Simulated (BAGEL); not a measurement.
# HF/STO-3G (density fitting with qzvpp-jkfit) run of BCNF2 (SMILES N#CB(F)F)

Aim: the vertical ionisation energy of BCNF2 at HF/STO-3G (density fitting with qzvpp-jkfit), from 2 runs. 

The results are computed with BAGEL 1.2.2.

### 1 The structure to begin with

BCNF2 has 5 atoms, charge 0, and is taken as a singlet. As SMILES, `N#CB(F)F`. The coordinates come from a PBE0-D4/def2-TZVP relaxation.

Bond lengths: N1–C2 1.150 Å, C2–B3 1.543 Å, B3–F4 1.306 Å, B3–F5 1.306 Å. Angles: N1–C2–B3 180.0°, C2–B3–F4 119.9°, C2–B3–F5 119.9°, F4–B3–F5 120.2°.

### 2 A single-point energy at HF/STO-3G (density fitting with qzvpp-jkfit)

calc.json reads:

```json
{ "bagel": [

{
  "title": "molecule",
  "basis": "sto-3g",
  "df_basis": "qzvpp-jkfit",
  "angstrom": true,
  "geometry": [
    { "atom": "N", "xyz": [      -0.715100,       1.789700,       0.801000 ] },
    { "atom": "C", "xyz": [      -0.319400,       0.804800,       0.359300 ] },
    { "atom": "B", "xyz": [       0.212000,      -0.517400,      -0.233800 ] },
    { "atom": "F", "xyz": [       1.451200,      -0.872800,      -0.026200 ] },
    { "atom": "F", "xyz": [      -0.578700,      -1.277900,      -0.941900 ] }
  ]
},

{
  "title": "hf"
},

{
  "title": "print",
  "file": "orbitals.molden",
  "orbitals": true
}

]}
```

Run with:

```console
$ BAGEL_NUM_THREADS=1 BAGEL calc.json > calc.out
```

What it wrote:

```text
* using 1 threads per process

  ===============================================================
  ===============================================================

  *** Geometry ***

  { "atom" : "N", "xyz" : [     -1.351343,      3.382043,      1.513671 ] },
  { "atom" : "C", "xyz" : [     -0.603579,      1.520852,      0.678979 ] },
  { "atom" : "B", "xyz" : [      0.400622,     -0.977744,     -0.441818 ] },
  { "atom" : "F", "xyz" : [      2.742371,     -1.649353,     -0.049511 ] },
  { "atom" : "F", "xyz" : [     -1.093585,     -2.414881,     -1.779933 ] },

  Number of auxiliary basis functions:      381

  Since a DF basis is specified, we compute 2- and 3-index integrals:
    o Being stored without compression. Storage requirement is 0.002 GB

  Number of basis functions:       25
  Number of electrons      :       36

    * METHOD: MOLECULE                             0.10

  *** RHF ***

  === Nuclear Repulsion ===
   133.9340548209

      * DIIS with orbital gradients will be used.

  === RHF iteration (sto-3g) ===
      0       -311.52109062          0.03538490           0.01
      1       -311.61040923          0.02740047           0.01
      2       -311.70175669          0.00334051           0.01
      3       -311.70353437          0.00059473           0.01
      4       -311.70368002          0.00013877           0.01
      5       -311.70368838          0.00004909           0.01
      6       -311.70368956          0.00002652           0.01
      7       -311.70369003          0.00000654           0.01
      8       -311.70369004          0.00000388           0.01
      9       -311.70369004          0.00000088           0.01
     10       -311.70369005          0.00000014           0.01
     11       -311.70369005          0.00000005           0.01
     12       -311.70369004          0.00000002           0.01
     13       -311.70369005          0.00000001           0.01
    * SCF iteration converged.

    * Permanent dipole moment:
           (   -0.285470,     0.710480,     0.318694) a.u.

    * METHOD: HF                                   0.22

    * METHOD: PRINT                                0.00

  ===============================================================
```

It took 0.45 s on 1 thread of Arm Neoverse V1, shared host.

### 3 The doublet cation, same level

input.json reads:

```json
{ "bagel" : [

{
  "title" : "molecule",
  "basis" : "sto-3g",
  "df_basis" : "qzvpp-jkfit",
  "angstrom" : true,
  "geometry" : [
    { "atom" : "N", "xyz" : [   -0.715100,    1.789700,    0.801000 ] },
    { "atom" : "C", "xyz" : [   -0.319400,    0.804800,    0.359300 ] },
    { "atom" : "B", "xyz" : [    0.212000,   -0.517400,   -0.233800 ] },
    { "atom" : "F", "xyz" : [    1.451200,   -0.872800,   -0.026200 ] },
    { "atom" : "F", "xyz" : [   -0.578700,   -1.277900,   -0.941900 ] }
  ]
},
{ "title" : "uhf", "charge" : 1, "nopen" : 1 },
{ "title" : "print", "file" : "orbitals.molden", "orbitals" : true }

]}
```

Run with:

```console
$ BAGEL_NUM_THREADS=1 BAGEL input.json > input.out
```

What it wrote:

```text
* using 1 threads per process

  ===============================================================
  ===============================================================

  *** Geometry ***

  { "atom" : "N", "xyz" : [     -1.351343,      3.382043,      1.513671 ] },
  { "atom" : "C", "xyz" : [     -0.603579,      1.520852,      0.678979 ] },
  { "atom" : "B", "xyz" : [      0.400622,     -0.977744,     -0.441818 ] },
  { "atom" : "F", "xyz" : [      2.742371,     -1.649353,     -0.049511 ] },
  { "atom" : "F", "xyz" : [     -1.093585,     -2.414881,     -1.779933 ] },

  Number of auxiliary basis functions:      381

  Since a DF basis is specified, we compute 2- and 3-index integrals:
    o Being stored without compression. Storage requirement is 0.002 GB

  Number of basis functions:       25
  Number of electrons      :       36

    * METHOD: MOLECULE                             0.10

  *** Open-shell HF ***

  === Nuclear Repulsion ===
   133.9340548209

      * DIIS with orbital gradients will be used.

  === UHF iteration (sto-3g) ===
      0       -311.12460324          0.05979687           0.02
      1       -311.26254468          0.02983644           0.02
      2       -311.28777767          0.01681533           0.02
      3       -311.29871304          0.00155685           0.02
      4       -311.29903157          0.00074452           0.02
      5       -311.29913318          0.00025773           0.02
      6       -311.29916696          0.00012690           0.02
      7       -311.29918416          0.00008631           0.02
      8       -311.29921276          0.00003317           0.02
      9       -311.29922690          0.00001284           0.02
     10       -311.29923332          0.00000677           0.02
     11       -311.29923965          0.00000494           0.02
     12       -311.29924094          0.00000477           0.02
     13       -311.29924389          0.00000564           0.02
     14       -311.29923651          0.00000543           0.02
     15       -311.29925515          0.00000175           0.02
     16       -311.29925497          0.00000136           0.02
     17       -311.29925520          0.00000124           0.02
     18       -311.29925524          0.00000119           0.02
     19       -311.29925523          0.00000114           0.02
     20       -311.29925495          0.00000087           0.02
     21       -311.29925524          0.00000059           0.02
     22       -311.29925519          0.00000033           0.02
     23       -311.29925523          0.00000012           0.02
     24       -311.29925523          0.00000010           0.02
     25       -311.29925523          0.00000004           0.02
     26       -311.29925524          0.00000001           0.02
     27       -311.29925524          0.00000001           0.02
    * SCF iteration converged.

    * S^2 (UHF) is 0.7588

    * Permanent dipole moment:
           (    0.488605,    -1.215721,    -0.545303) a.u.

    * METHOD: UHF                                  0.65

    * METHOD: PRINT                                0.00

  ===============================================================
```

Wall time 0.87 s (1 thread of Arm Neoverse V1, shared host).

### 4 Outcome

Level: HF/STO-3G (density fitting with qzvpp-jkfit).

| quantity | value |
| --- | --- |
| singlet BCNF2: total energy | -311.70369 Eh |
| singlet BCNF2: dipole moment | 2.11 D |
| singlet BCNF2: HOMO energy | -11.79 eV |
| singlet BCNF2: LUMO energy | 5.77 eV |
| singlet BCNF2: HOMO–LUMO gap | 17.56 eV |
| doublet cation: total energy | -311.29926 Eh |
| doublet cation: ⟨S²⟩ | 0.759 |
| vertical ionisation energy (to the doublet cation) | 11.005 eV |

What this shows: Removing an electron at fixed nuclei costs 11.01 eV (254 kcal/mol). −ε(HOMO) before ionisation, 11.79 eV, is 0.79 eV above this ionisation energy. In a minimal basis such a difference can be off by several eV, whatever the method.
